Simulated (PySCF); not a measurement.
# WS2: singlet, from a B3LYP minimum start

Where does singlet WS2 go from a B3LYP minimum start, is the end point a minimum, and what are its modes, charges and moments?

The runs use PySCF 2.14.0; B3LYP, basis W def2-SVP with ECP60, S def2-SVP, scalar-relativistic core potentials, no spin–orbit coupling, density fitting.

### 1 Starting geometry

3 atoms, charge 0, spin multiplicity 1.

Bond lengths: W1–S2 2.109 Å, W1–S3 2.109 Å. Angles: S2–W1–S3 107.3°.

Z-matrix (Å, degrees; charge 0 multiplicity 1):
```
W
S  1 2.1095
S  1 2.1095 2 107.29
```

### 2 The SCF at the typed geometry

One driver script runs all steps and calls PySCF; scf.py shows how it sets up the SCF of each step. The optimiser is the driver's own. After this first run the driver tries any further starts and a stability analysis.

The input, scf.py:

```python
from pyscf import gto, scf, dft
mol = gto.M(atom='''
W      0.000000    -0.000000    -0.321443
S      1.698900    -0.000000     0.929034
S     -1.698900     0.000000     0.929034''',
    basis={'W': 'def2-SVP', 'S': 'def2-SVP'},
    ecp={'W': 'def2-SVP'},
    charge=0, spin=0)
mf = dft.RKS(mol, xc='B3LYP')
mf.grids.atom_grid = (50, 194)
aux = {'W': 'def2-universal-JKFIT', 'S': 'def2-universal-JKFIT'}
mf = mf.density_fit(auxbasis=aux)
mf.conv_tol = 1e-08
mf.diis_space = 10
mf.max_cycle = 60
mf.init_guess = 'minao'
mf.verbose = 4
mf.kernel()
```

Run with:

```console
> OMP_NUM_THREADS=2 python axn.py task.json out
```

The log of the run:

```text
init E= -851.121948613355
  HOMO = -0.387563938803349  LUMO = -0.360019617828277  gap/eV = 0.74952
cycle= 1 E= -863.200311431005  delta_E= -12.1  |g|= 0.51  |ddm|= 7.16
  HOMO = -0.170000523616711  LUMO = -0.117781855877082  gap/eV = 1.42094
cycle= 2 E= -863.145001657922  delta_E= 0.0553  |g|= 0.73  |ddm|= 1.89
  HOMO = -0.182540042003943  LUMO = -0.119862685509125  gap/eV = 1.70554
cycle= 3 E= -863.238781825539  delta_E= -0.0938  |g|= 0.377  |ddm|= 1.05
  HOMO = -0.213810734615866  LUMO = -0.142708792859377  gap/eV = 1.93478
cycle= 4 E= -863.2772087126  delta_E= -0.0384  |g|= 0.105  |ddm|= 0.481
  HOMO = -0.21264623152435  LUMO = -0.141496379867342  gap/eV = 1.93609
cycle= 5 E= -863.280652557196  delta_E= -0.00344  |g|= 0.021  |ddm|= 0.187
  HOMO = -0.214013229137357  LUMO = -0.140645190382301  gap/eV = 1.99645
cycle= 6 E= -863.28087388707  delta_E= -0.000221  |g|= 0.011  |ddm|= 0.0658
  HOMO = -0.215994596649482  LUMO = -0.140729298078271  gap/eV = 2.04807
cycle= 7 E= -863.2809890084  delta_E= -0.000115  |g|= 0.00587  |ddm|= 0.0684
  HOMO = -0.217082360814764  LUMO = -0.140866635137275  gap/eV = 2.07394
cycle= 8 E= -863.281023303505  delta_E= -3.43e-05  |g|= 0.000854  |ddm|= 0.043
  HOMO = -0.217294661208288  LUMO = -0.140875603245611  gap/eV = 2.07947
cycle= 9 E= -863.281025758961  delta_E= -2.46e-06  |g|= 0.000436  |ddm|= 0.0147
  HOMO = -0.217276568242911  LUMO = -0.140853857092157  gap/eV = 2.07957
cycle= 10 E= -863.281025827815  delta_E= -6.89e-08  |g|= 4.54e-05  |ddm|= 0.00116
  HOMO = -0.217278522638172  LUMO = -0.140855366900476  gap/eV = 2.07958
cycle= 11 E= -863.28102582861  delta_E= -7.95e-10  |g|= 5.88e-06  |ddm|= 0.000137
  HOMO = -0.21727726368901  LUMO = -0.140854208951595  gap/eV = 2.07958
Extra cycle  E= -863.281025828616  delta_E= -6.37e-12  |g|= 5.67e-06  |ddm|= 2.3e-05
converged SCF energy = -863.281025828616
```

This step, with its further starts and checks, took 3.2 s on 2 threads of Arm Neoverse N1, shared host.

The test of internal stability found no lower closed-shell solution.

### 3 B3LYP minimum start, singlet: relaxation

The program finds C2v symmetry in the start, which this walk keeps. Threshold on the gradient: 0.0003 Eh/bohr, with a further test on the energy change.

Edit scf.py of step 2 so:

```diff
@@ -3,3 +3,3 @@
-W      0.000000    -0.000000    -0.321443
-S      1.698900    -0.000000     0.929034
-S     -1.698900     0.000000     0.929034''',
+W      0.000000     0.000000    -0.322559
+S      1.698900     0.000000     0.927918
+S     -1.698900     0.000000     0.927918''',
@@ -16 +15,0 @@
-mf.init_guess = 'minao'
```

The optimiser's trace:

```tsv
step	energy (Eh)	change (kJ/mol)	largest symmetric gradient (Eh/bohr)
0	-863.281026	0.00	0.00030
1	-863.281026	0.00	0.00014
```

The walk took 4.2 s.

Positions (Å) and forces (eV/Å) along the way:

```
step 0
W    0.000   0.000  -0.323   0.000   0.000  -0.015
S    1.699   0.000   0.928  -0.009   0.000   0.008
S   -1.699   0.000   0.928   0.009   0.000   0.008
step 1
W    0.000   0.000  -0.324   0.000   0.000   0.002
S    1.698   0.000   0.929  -0.007   0.000  -0.001
S   -1.698   0.000   0.929   0.007   0.000  -0.001
```

After 1 steps and 0.0 kJ/mol it ends at C2v: W–S 2.110 Å (×2); S–W–S 107.2°.

### 4 Frequencies

The point is checked on the finer grid, and tightened if its gradient asks for it. The Hessian and the dipole derivatives come from central differences of analytic gradients, with steps of 0.02 bohr.

Edit scf.py of step 3 so:

```diff
@@ -3,3 +3,3 @@
-W      0.000000     0.000000    -0.322559
-S      1.698900     0.000000     0.927918
-S     -1.698900     0.000000     0.927918''',
+W      0.000000     0.000000    -0.321818
+S      1.698860     0.000000     0.928671
+S     -1.698860     0.000000     0.928671''',
@@ -10 +10 @@
-mf.grids.atom_grid = (50, 194)
+mf.grids.atom_grid = (75, 302)
@@ -13 +13 @@
-mf.conv_tol = 1e-08
+mf.conv_tol = 1e-10
```

This SCF starts from the last density.

SCF at the final geometry:

```text
init E= -863.281096190845
  HOMO = -0.217291088125227  LUMO = -0.140846566411922  gap/eV = 2.08016
cycle= 1 E= -863.281096190804  delta_E= 4.08e-11  |g|= 1.29e-05  |ddm|= 1.67e-05
  HOMO = -0.21729492594702  LUMO = -0.140849421860866  gap/eV = 2.08019
cycle= 2 E= -863.281096189878  delta_E= 9.25e-10  |g|= 5.96e-05  |ddm|= 6.86e-05
  HOMO = -0.217291876178825  LUMO = -0.140847112691735  gap/eV = 2.08017
cycle= 3 E= -863.281096190849  delta_E= -9.71e-10  |g|= 7.72e-07  |ddm|= 5.66e-05
  HOMO = -0.217291853785081  LUMO = -0.140847086878949  gap/eV = 2.08017
cycle= 4 E= -863.281096190852  delta_E= -3.3e-12  |g|= 3.9e-07  |ddm|= 1.63e-06
  HOMO = -0.217291908948275  LUMO = -0.140847111011117  gap/eV = 2.08017
Extra cycle  E= -863.281096190852  delta_E= 6.82e-13  |g|= 1.12e-06  |ddm|= 2.12e-06
converged SCF energy = -863.281096190852
```

The whole step took 28 s.

Geometry: C2v; W–S 2.109 Å (×2); S–W–S 107.3°.

Harmonic modes (main isotopes):

```json
{"symmetry": "a1", "ω (cm⁻¹)": "191", "IR (km/mol)": "0.2", "μ (u)": "36.09"}
{"symmetry": "b2", "ω (cm⁻¹)": "551", "IR (km/mol)": "50.6", "μ (u)": "37.70"}
{"symmetry": "a1", "ω (cm⁻¹)": "566", "IR (km/mol)": "7.3", "μ (u)": "35.48"}
```

No imaginary mode, so this is a minimum.

Properties at this point:

| Quantity | Value |
| --- | --- |
| Dipole moment | 2.57 D |
| Highest occupied level | -5.91 eV |
| Lowest empty level | -3.83 eV |
| Rotational constants | 0.2272, 0.09134, 0.06515 cm⁻¹ |
| Zero-point energy | 7.8 kJ/mol |
| Principal polarisabilities | 74.6, 87.3, 102.1 bohr³ |
| Atomisation energy without zero-point energy | 923 kJ/mol |
| Principal traceless quadrupole moments about the centre of mass | -3.61, -1.19, 4.79 D Å |
| Entropy at 298.15 K and 1 bar | 296.8 J/(mol K) |
| Heat capacity Cp at 298.15 K | 50.4 J/(mol K) |
| Enthalpy at 298.15 K above 0 K | 12.39 kJ/mol |
| Rotational symmetry number | 2 |

Charges (e) and bond orders:

| atom | Mulliken | Löwdin | polar tensor | Mayer order to W1 |
| --- | --- | --- | --- | --- |
| W1 | 0.18 | -0.59 | 0.78 | – |
| S2,3 | -0.09 | 0.30 | -0.39 | 2.41 |

Mulliken populations on W1 (outside its core potential): s 3.21, p 6.25, d 4.31, f 0.05.

### 5 A spin-polarised start

A stability analysis found the closed shell of the lowest minimum unstable towards spin polarisation, so the unrestricted solution is followed.

The program finds C2v symmetry in the start, which may break.

Edit scf.py of step 4 so:

```diff
@@ -3,3 +3,3 @@
-W      0.000000     0.000000    -0.321818
-S      1.698860     0.000000     0.928671
-S     -1.698860     0.000000     0.928671''',
+W      0.000000     0.000000    -0.322562
+S      1.698860     0.000000     0.927927
+S     -1.698860     0.000000     0.927927''',
@@ -9,2 +9,2 @@
-mf = dft.RKS(mol, xc='B3LYP')
-mf.grids.atom_grid = (75, 302)
+mf = dft.UKS(mol, xc='B3LYP')
+mf.grids.atom_grid = (50, 194)
@@ -13 +13 @@
-mf.conv_tol = 1e-10
+mf.conv_tol = 1e-08
```

Steps of the walk:

```tsv
step	energy (Eh)	change (kJ/mol)	largest gradient (Eh/bohr)
0	-863.286693	0.00	0.00734
1	-863.287041	-0.91	0.00175
2	-863.287128	-1.14	0.00036
3	-863.287129	-1.14	0.00003
```

The walk took 12 s.

Geometry (Å) and forces (eV/Å) at some steps:

```
step 0
W    0.000   0.000  -0.323   0.000   0.000  -0.207
S    1.699   0.000   0.928   0.378   0.000   0.104
S   -1.699   0.000   0.928  -0.378   0.000   0.104
step 1
W    0.000   0.000  -0.314   0.000   0.000   0.062
S    1.721   0.000   0.924   0.090   0.000  -0.031
S   -1.721   0.000   0.924  -0.090   0.000  -0.031
step 2
W    0.000   0.000  -0.302  -0.001   0.000   0.019
S    1.738   0.000   0.918  -0.003   0.000  -0.009
S   -1.738   0.000   0.918   0.004   0.000  -0.010
step 3
W    0.000   0.000  -0.301   0.002   0.000   0.002
S    1.739   0.000   0.917  -0.001   0.000  -0.001
S   -1.739   0.000   0.917   0.000   0.000   0.000
```

End point (C2v, 3 steps, 1.1 kJ/mol gained): W–S 2.123 Å (×2); S–W–S 110.0°.

### 6 Hessian and properties

As before: finer grid, then central differences.

Edit scf.py of step 5 so:

```diff
@@ -3,3 +3,3 @@
-W      0.000000     0.000000    -0.322562
-S      1.698860     0.000000     0.927927
-S     -1.698860     0.000000     0.927927''',
+W     -0.000001    -0.000000    -0.313208
+S      1.739612     0.000000     0.903115
+S     -1.739607    -0.000000     0.903125''',
@@ -10 +10 @@
-mf.grids.atom_grid = (50, 194)
+mf.grids.atom_grid = (75, 302)
@@ -13 +13 @@
-mf.conv_tol = 1e-08
+mf.conv_tol = 1e-10
```

SCF at the final geometry:

```text
init E= -863.287223052183
[... the frontier-level lines of each cycle are left out ...]
cycle= 1 E= -863.287223052174  delta_E= 8.64e-12  |g|= 3.67e-06  |ddm|= 6.5e-06
Extra cycle  E= -863.287223052091  delta_E= 8.32e-11  |g|= 1.14e-05  |ddm|= 1.8e-05
converged SCF energy = -863.287223052091  <S^2> = 0.74762993  2S+1 = 1.9976285
```

The whole step took 49 s on 2 threads of Arm Neoverse N1, shared host.

Geometry: C2v; W–S 2.123 Å (×2); S–W–S 110.1°.

Harmonic modes (main isotopes):

| ω (cm⁻¹) | IR (km/mol) | μ (u) |
| --- | --- | --- |
| 173 | 0.0 | 36.17 |
| 539 | 62.1 | 37.90 |
| 548 | 11.0 | 35.41 |

Every mode is real; the point is a minimum.

The SCF density has lower symmetry than the nuclear frame, so the modes carry no labels.

Constants and moments:

* Dipole moment: 2.95 D
* Highest occupied level: -6.29 eV
* Lowest empty level: -3.75 eV
* Rotational constants: 0.2401, 0.08711, 0.06392 cm⁻¹
* Zero-point energy: 7.5 kJ/mol
* Principal polarisabilities: 69.0, 77.7, 102.9 bohr³
* Atomisation energy without zero-point energy: 940 kJ/mol
* Principal traceless quadrupole moments about the centre of mass: -2.92, -1.76, 4.68 D Å
* Entropy at 298.15 K and 1 bar: 297.8 J/(mol K)
* Heat capacity Cp at 298.15 K: 50.8 J/(mol K)
* Enthalpy at 298.15 K above 0 K: 12.52 kJ/mol
* Rotational symmetry number: 2
* Spin squared ⟨S²⟩: 0.748

Charges (e) and bond orders:

```tsv
atom	Mulliken	Löwdin	polar tensor	spin (Mulliken)	Mayer order to W1
W1	0.25	-0.52	0.88	0.00	–
S2,3	-0.13	0.26	-0.44	0.00	2.37
```

Outer orbital energies (eV). α occupied: -18.45, -9.73, -9.47, -9.00, -8.56, -8.31, -7.21, -6.29; empty: -3.75, -3.46, -2.62, -2.05. β occupied: -18.45, -9.73, -9.47, -9.00, -8.56, -8.31, -7.21, -6.29; empty: -3.75, -3.46, -2.62, -2.05.

Mulliken populations on W1 (outside its core potential): s 3.01, p 6.30, d 4.39, f 0.05.

### 7 All stationary points

| spin | group | bonds | imaginary modes (cm⁻¹) | ΔE (kJ/mol) | with zero-point energy |
| --- | --- | --- | --- | --- | --- |
| broken-symmetry (Ms = 0) | C2v (density of lower symmetry) | W–S 2.123 Å (×2) | none | 0.0 | 0.0 |
| singlet | C2v | W–S 2.109 Å (×2) | none | 16.1 | 16.4 |

### 8 Outcome

| quantity | value |
| --- | --- |
| minimum | broken-symmetry (Ms = 0), C2v |
| geometry | W–S 2.123 Å (×2); S–W–S 110.1° |
| wavenumbers (cm⁻¹) | 173, 539, 548 |
| dipole moment | 2.95 D |
| highest occupied, lowest empty level (either spin) | -6.29, -3.75 eV |
| polar-tensor charge of W1 | +0.88 e |
| zero-point energy | 7.5 kJ/mol |
| entropy at 298.15 K | 297.8 J/(mol K) |
| atomisation energy (no zero-point energy) | 940 kJ/mol |
| ⟨S²⟩ | 0.748 |

In words: The molecule stays C2v, as typed, and the end point is a minimum. The determinant is spin-contaminated (⟨S²⟩ = 0.75 against 0.00), so it is no pure spin state. The strongest infrared band lies at 539 cm⁻¹ (stretch). Only this shape and spin were tried, so other structures or states may lie lower. The SCF density has lower symmetry than the nuclear frame. With an element this heavy the missing spin–orbit coupling can shift these numbers.

The search up to here took 1.7 min.
